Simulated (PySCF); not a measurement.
# C₄H₉BO: electronic excitations and core binding energies

What electronic excitations and core binding energies should C₄H₉BO (`COBC1CC1`) show?

The runs use PySCF 2.14.0, with density-fitted response routines of our own; the level of theory stands in each step. All values are computed, except where a source is named. Atoms are numbered from 0 throughout.

**1. The molecule as given**

15 atoms, charge 0, multiplicity 1; geometry from: GFN2-xTB.

Bonds of the start (Å): C0–O1 1.40, O1–B2 1.33, B2–C3 1.56, C3–C4 1.51, C4–C5 1.48, C5–C3 1.51, C0–H6 1.09, C0–H7 1.09, C0–H8 1.09, B2–H9 1.19, C3–H10 1.08, C4–H11 1.08, C4–H12 1.08, C5–H13 1.08, C5–H14 1.08.

**2. Excited states and response: PBE0/def2-SVPD**

The job: settings as JSON, then the geometry in Å.

```
{"job": {"kind": "uv", "xc": "PBE0", "basis": "def2-SVPD", "nstates": 8, "ntriplets": 3}, "charge": 0, "multiplicity": 1}
C      2.555868     0.196939     0.125125
O      1.161599     0.077477     0.049825
B      0.455376     0.121575    -1.080020
C     -1.096628    -0.030004    -0.970553
C     -1.702496    -0.931464     0.085535
C     -1.836633     0.540213     0.221955
H      2.962780    -0.707751     0.584278
H      3.006451     0.335285    -0.862123
H      2.803441     1.053635     0.757521
H      0.984816     0.270353    -2.130234
H     -1.655089     0.005610    -1.899866
H     -1.021835    -1.442335     0.748716
H     -2.573657    -1.510153    -0.184366
H     -2.801512     0.993711     0.048749
H     -1.246896     1.034899     0.977888
```

Level: TDDFT PBE0/def2-SVPD, vertical, gas phase, core orbitals frozen in the response.

The run is started by

```
OMP_NUM_THREADS=1 python probes_run.py task.json out
```

One launch serves the whole session: the jobs run in the order shown.

Log:

```text
coarse grid: 12096 points
cycle   1  E = -257.3298024865  dE =  6.885e-01  |g| = 5.578e-01  |ddm| = 5.906e+00
cycle   2  E = -257.2488090750  dE =  8.099e-02  |g| = 8.607e-01  |ddm| = 1.626e+00
cycle   3  E = -257.3961511071  dE = -1.473e-01  |g| = 8.529e-02  |ddm| = 8.962e-01
cycle   4  E = -257.3974289993  dE = -1.278e-03  |g| = 3.831e-02  |ddm| = 1.521e-01
cycle   5  E = -257.3977819366  dE = -3.529e-04  |g| = 6.253e-03  |ddm| = 5.901e-02
cycle   6  E = -257.3977911744  dE = -9.238e-06  |g| = 1.379e-03  |ddm| = 1.610e-02
final grid: 115600 points
cycle   7  E = -257.4420422410  dE = -4.050e-05  |g| = 1.014e-02  |ddm| = 1.703e-01
cycle   8  E = -257.4420201666  dE =  2.207e-05  |g| = 1.473e-02  |ddm| = 2.940e-02
cycle   9  E = -257.4420652755  dE = -4.511e-05  |g| = 1.430e-03  |ddm| = 1.507e-02
cycle  10  E = -257.4420657297  dE = -4.542e-07  |g| = 2.381e-04  |ddm| = 1.786e-03
cycle  11  E = -257.4420657406  dE = -1.098e-08  |g| = 7.083e-05  |ddm| = 6.310e-04
cycle  12  E = -257.4420657419  dE = -1.227e-09  |g| = 2.074e-05  |ddm| = 1.639e-04
cycle  13  E = -257.4420657420  dE = -1.041e-10  |g| = 3.621e-06  |ddm| = 3.688e-05
converged SCF energy = -257.4420657420

Static polarisability (au): isotropic 64.939, principal 56.151 61.715 76.951

Singlet excitations
state   eV       nm        f      main configurations
  1   6.3507    195.2   0.00073   H->L 0.94
  2   7.0863    175.0   0.22780   H-1->L 0.98
  3   7.5078    165.1   0.00170   H-2->L 0.93
  4   7.6253    162.6   0.02528   H->L+1 0.92
  5   7.8101    158.7   0.00044   H-1->L+1 0.91
  6   7.9662    155.6   0.00063   H-4->L 0.97
  7   8.0589    153.8   0.00196   H->L+2 0.80
  8   8.2343    150.6   0.00341   H-1->L+2 0.81

Triplet excitations (Tamm-Dancoff, eV): 5.8218 6.2574 7.1226
```

It took 56 s on 1 thread of Arm Neoverse N1, shared host; peak memory 0.76 GiB.

Frontier orbitals and where they lie:

```
orbital     eV                       atoms
 HOMO−3  -9.36    O1 36 %, C0 15 %, B2 9 %
 HOMO−2  -8.96   O1 22 %, C4 15 %, C5 15 %
 HOMO−1  -8.13   C3 33 %, C5 17 %, C4 17 %
   HOMO  -7.90   C4 19 %, C5 19 %, B2 16 %
   LUMO   0.03   B2 39 %, O1 21 %, H9 11 %
 LUMO+1   0.72    B2 36 %, C0 20 %, O1 7 %
 LUMO+2   1.24  C0 15 %, H10 11 %, H12 9 %
```

With each of the 8 states as a Gaussian band of 0.4 eV half-width at 1/e, the curve within the window shown has maxima at 174 nm (ε 9,400) L/(mol cm). Beyond the last state computed it falls off for lack of states. The curve at chosen wavelengths:

| nm | ε (L/mol/cm) |
| --- | --- |
| 145 | 108 |
| 148 | 217 |
| 151 | 374 |
| 153 | 527 |
| 156 | 883 |
| 159 | 1483 |
| 162 | 2509 |
| 165 | 4171 |
| 167 | 5608 |
| 170 | 7818 |
| 173 | 9245 |
| 176 | 9198 |
| 179 | 7747 |
| 181 | 6335 |
| 184 | 4157 |
| 187 | 2396 |
| 190 | 1233 |
| 193 | 580 |
| 195 | 339 |
| 198 | 148 |
| 201 | 67 |
| 204 | 32 |
| 207 | 17 |
| 209 | 11 |
| 212 | 6 |
| 215 | 3 |

Leading natural transition orbitals of singlet state 2: the hole lies on C3 34 %; C4, C5 about 13 % each; O1 13 %; the particle on B2 42 %; H9 21 %; O1 10 %.

Leading natural transition orbitals of singlet state 1: the hole lies on H9 21 %; C3 18 %; O1 14 %; the particle on B2 45 %; H9 20 %; O1 11 %.

Further results of this job:

```
           property  computed
  dipole moment (D)      0.98
polarisability (Å³)      9.62
 HOMO–LUMO gap (eV)      7.92
      −ε(HOMO) (eV)      7.90
```

Orbitals, density, ELF and potential are computed afterwards from the orbital file.

Frontier orbitals at PBE0/def2-SVPD, with the share of their density that lies nearest to each atom:

```
orbital  energy (eV)                                       lies on
   HOMO        -7.90  C3, C4, C5 about 17 % each; H9 15 %; B2 10 %
   LUMO         0.03                     B2 41 %; H9 21 %; O1 10 %
```

ELF in a plane through or near 7 of the atoms.

Ten even steps from '0' (0.00) to '9' (1.00):
```
0000000000000000000000000000
0000000000000000000000000000
0000000000000000000000000000
0000000000000000000000000000
0000000000000000000000000000
0000000000000000000000000000
0000002210244000013320000000
0000025631687200147731000000
0000026336888300369841000000
0000023528257201367620000000
0001489954787286255100000000
0003899950336396825100000000
0003899920572187479710000000
0000388405999734899950000000
0000000019999810799970000000
0000000029999700379820000000
0000000006999300012000000000
0000000000221000000000000000
0000000000000000000000000000
0000000000000000000000000000
```
The map spans 11.2 Å across and 9.0 Å up, centred on the molecule. Atoms in the plane (x, y in Å): C0 (-2.6, 0.3), O1 (-1.2, 0.3), B2 (-0.4, -0.9), C3 (1.1, -0.7), H7 (-3.0, -0.7), H9 (-1.0, -1.9), H10 (1.7, -1.6).

log10 of the density (e/Å³) in the same plane.

Ten even steps from '0' (-4.0) to '9' (2.3):
```
0000000000000000000000000000
0000000000000000000000000000
0000000000000000000000000000
0000000000000000111100000000
0000111211111111222211000000
0001223322222222333322100000
0012334444444333444443210000
0012345555555434555543321000
0013356666776544566654321000
0023356876997545666654321000
0023456666676666666543321000
0023456655567766876543210000
0012345544566666666543210000
0012234444566555666542100000
0001122234566544455432100000
0000011233444433344321000000
0000000123333322222210000000
0000000012222211111100000000
0000000000111000000000000000
0000000000000000000000000000
```
The map spans 11.2 Å across and 9.0 Å up, centred on the molecule. Atoms in the plane (x, y in Å): C0 (-2.6, 0.3), O1 (-1.2, 0.3), B2 (-0.4, -0.9), C3 (1.1, -0.7), H7 (-3.0, -0.7), H9 (-1.0, -1.9), H10 (1.7, -1.6).

On the surface of density 0.002 e/bohr³ the electrostatic potential runs, from the 1st to the 99th percentile, from -0.85 V near O1 to 0.79 V near H6.

**3. Core-electron binding energies: SCAN, X2C**

The job, as its differences from that of step 2:

```diff
@@ -1,2 +1,2 @@
-{"job": {"kind": "uv", "xc": "PBE0", "basis": "def2-SVPD", "nstates": 8, "ntriplets": 3}, "charge": 0, "multiplicity": 1}
+{"job": {"kind": "xps"}, "charge": 0, "multiplicity": 1}
 C      2.555868     0.196939     0.125125
```

Level: delta-SCF UKS SCAN, pcX-2 on the ionised atom, pcseg-1 elsewhere, spin-free X2C.

Log:

```text
ground state, core basis on atom 0 (C), 160 functions
  cycle   1  E = -257.78429693  |g| = 6.35e-01
  cycle   2  E = -257.62111339  |g| = 1.09e+00
  cycle   3  E = -257.87020894  |g| = 1.70e-01
  cycle   4  E = -257.87600424  |g| = 5.28e-02
  cycle   5  E = -257.87665610  |g| = 1.28e-02
  cycle   6  E = -257.87669352  |g| = 3.69e-03
  cycle   7  E = -257.87669807  |g| = 9.86e-04
  cycle   8  E = -257.87669685  |g| = 4.00e-04
  E(ground) = -257.88976442 Eh
hole in C 1s of atom 0
  cycle   1  E = -246.58119702  |g| = 1.50e+00
  cycle   2  E = -243.82739478  |g| = 2.45e+00
  cycle   3  E = -246.63825560  |g| = 1.02e+00
  cycle   4  E = -247.05868989  |g| = 4.24e-01
  cycle   5  E = -247.11886608  |g| = 1.66e-01
  cycle   6  E = -247.12691265  |g| = 7.01e-02
  cycle   7  E = -247.12934278  |g| = 1.13e-02
  cycle   8  E = -247.12941049  |g| = 6.00e-03
  cycle   9  E = -247.12943388  |g| = 2.23e-03
  cycle  10  E = -247.12943918  |g| = 1.47e-03
  cycle  11  E = -247.12944002  |g| = 5.74e-04
  cycle  12  E = -247.12944099  |g| = 1.65e-04
  E(ion) = -247.14217461 Eh   <S^2> = 0.7729   hole on atom = 1.000   binding energy = 292.457 eV
ground state, core basis on atom 1 (O), 160 functions
  cycle   1  E = -257.90451628  |g| = 1.02e-01
  cycle   2  E = -257.90319936  |g| = 9.86e-02
  cycle   3  E = -257.90440279  |g| = 5.73e-02
  cycle   4  E = -257.90496365  |g| = 6.31e-03
  cycle   5  E = -257.90497487  |g| = 6.52e-04
  cycle   6  E = -257.90497477  |g| = 1.58e-04
  E(ground) = -257.91594256 Eh
hole in O 1s of atom 1
  cycle   1  E = -237.28699696  |g| = 2.23e+00
  cycle   2  E = -236.75174679  |g| = 2.24e+00
  cycle   3  E = -238.03480622  |g| = 4.46e-01
  cycle   4  E = -238.06162202  |g| = 2.87e-01
  cycle   5  E = -238.10882162  |g| = 6.23e-02
  cycle   6  E = -238.11079260  |g| = 1.38e-02
  cycle   7  E = -238.11087053  |g| = 6.10e-03
  cycle   8  E = -238.11088846  |g| = 1.61e-03
  cycle   9  E = -238.11089031  |g| = 6.54e-04
  cycle  10  E = -238.11088996  |g| = 1.78e-04
  E(ion) = -238.12192926 Eh   <S^2> = 0.7616   hole on atom = 1.000   binding energy = 538.623 eV
ground state, core basis on atom 2 (B), 160 functions
  cycle   1  E = -257.86940087  |g| = 9.73e-02
  cycle   2  E = -257.86583318  |g| = 1.63e-01
  cycle   3  E = -257.87070925  |g| = 1.74e-02
  cycle   4  E = -257.87076059  |g| = 6.88e-03
  cycle   5  E = -257.87077330  |g| = 9.67e-04
  cycle   6  E = -257.87077445  |g| = 3.39e-04
  E(ground) = -257.88495697 Eh
hole in B 1s of atom 2
  cycle   1  E = -250.26867444  |g| = 1.17e+00
  cycle   2  E = -248.86144369  |g| = 1.82e+00
  cycle   3  E = -250.50024286  |g| = 5.42e-01
  cycle   4  E = -250.62454974  |g| = 3.28e-01
  cycle   5  E = -250.66221333  |g| = 1.79e-01
  cycle   6  E = -250.67496968  |g| = 3.92e-02
  cycle   7  E = -250.67570872  |g| = 9.42e-03
  cycle   8  E = -250.67578524  |g| = 5.88e-03
  cycle   9  E = -250.67581270  |g| = 3.47e-03
  cycle  10  E = -250.67582812  |g| = 1.62e-03
  cycle  11  E = -250.67583217  |g| = 8.05e-04
  cycle  12  E = -250.67583233  |g| = 3.04e-04
  E(ion) = -250.68943014 Eh   <S^2> = 0.7904   hole on atom = 1.000   binding energy = 195.800 eV
ground state, core basis on atom 3 (C), 160 functions
  cycle   1  E = -257.87654755  |g| = 5.72e-02
  cycle   2  E = -257.87652355  |g| = 1.78e-02
  cycle   3  E = -257.87648381  |g| = 2.18e-02
  cycle   4  E = -257.87659738  |g| = 2.30e-03
  cycle   5  E = -257.87659812  |g| = 8.74e-04
  cycle   6  E = -257.87659840  |g| = 8.79e-05
  E(ground) = -257.89033445 Eh
hole in C 1s of atom 3
  cycle   1  E = -246.65566742  |g| = 1.52e+00
  cycle   2  E = -245.84749606  |g| = 1.93e+00
  cycle   3  E = -247.16102729  |g| = 4.02e-01
  cycle   4  E = -247.19663577  |g| = 2.83e-01
  cycle   5  E = -247.22642984  |g| = 7.95e-02
  cycle   6  E = -247.22863425  |g| = 2.27e-02
  cycle   7  E = -247.22887854  |g| = 7.07e-03
  cycle   8  E = -247.22891107  |g| = 1.96e-03
  cycle   9  E = -247.22891631  |g| = 9.61e-04
  cycle  10  E = -247.22891793  |g| = 4.12e-04
  E(ion) = -247.24055347 Eh   <S^2> = 0.7709   hole on atom = 1.000   binding energy = 289.795 eV
ground state, core basis on atom 4 (C), 160 functions
  cycle   1  E = -257.87699238  |g| = 5.77e-02
  cycle   2  E = -257.87692267  |g| = 2.39e-02
  cycle   3  E = -257.87691298  |g| = 2.46e-02
  cycle   4  E = -257.87706506  |g| = 1.69e-03
  cycle   5  E = -257.87706544  |g| = 5.63e-04
  cycle   6  E = -257.87706666  |g| = 1.34e-04
  E(ground) = -257.89045812 Eh
hole in C 1s of atom 4
  cycle   1  E = -246.63926937  |g| = 1.51e+00
  cycle   2  E = -245.91321331  |g| = 1.87e+00
  cycle   3  E = -247.16024700  |g| = 3.44e-01
  cycle   4  E = -247.20201756  |g| = 1.33e-01
  cycle   5  E = -247.20684751  |g| = 7.70e-02
  cycle   6  E = -247.20896418  |g| = 1.91e-02
  cycle   7  E = -247.20912193  |g| = 8.30e-03
  cycle   8  E = -247.20916170  |g| = 2.55e-03
  cycle   9  E = -247.20916608  |g| = 1.27e-03
  cycle  10  E = -247.20916782  |g| = 6.39e-04
  cycle  11  E = -247.20916875  |g| = 1.99e-04
  E(ion) = -247.22126955 Eh   <S^2> = 0.7710   hole on atom = 1.000   binding energy = 290.323 eV
```

Run time: 1.7 min. Hardware: 1 thread of Arm Neoverse N1, shared host; peak memory 0.47 GiB.

The holes in one table. −ε is the ground-state orbital energy:

```
     hole  stands for                 environment  ΔSCF (eV)  −ε (eV)   ⟨S²⟩
C1s on C0          C0   methyl carbon bonded to O     292.46    275.0  0.773
O1s on O1          O1       oxygen bonded to C, B     538.62    517.0  0.762
B1s on B2          B2     boron bonded to C, O, H     195.80    179.9  0.790
C1s on C3          C3  three-membered-ring carbon     289.80    273.0  0.771
C1s on C4      C4, C5  three-membered-ring carbon     290.32    273.4  0.771
```

Each hole run stands for the others of its class of like atoms.

**4. What came out**

```
                                quantity                               value
         lowest singlet (PBE0/def2-SVPD)         6.35 eV (195 nm), f = 0.001
brightest single state of those computed         state 2, 7.09 eV, f = 0.228
                          lowest triplet                             5.82 eV
   surface potential, 1st and 99th percentile                  -0.85 V and 0.79 V
        C1s binding energies, SCAN/pcX-2  C0 292.46, C4 290.32, C3 289.80 eV
        O1s binding energies, SCAN/pcX-2                        O1 538.62 eV
        B1s binding energies, SCAN/pcX-2                        B2 195.80 eV
```

In words: The lowest singlet, at 6.35 eV, is HOMO→LUMO 0.94 and is dark; of the 8 states computed, the strongest absorption comes from state 2 at 7.09 eV. The lowest triplet lies 0.53 eV below the lowest singlet (triplets in Tamm-Dancoff, singlets in full TDDFT). The C1s levels kept as sound span 2.66 eV, from C3 (three-membered-ring carbon) up to C0 (methyl carbon bonded to O).
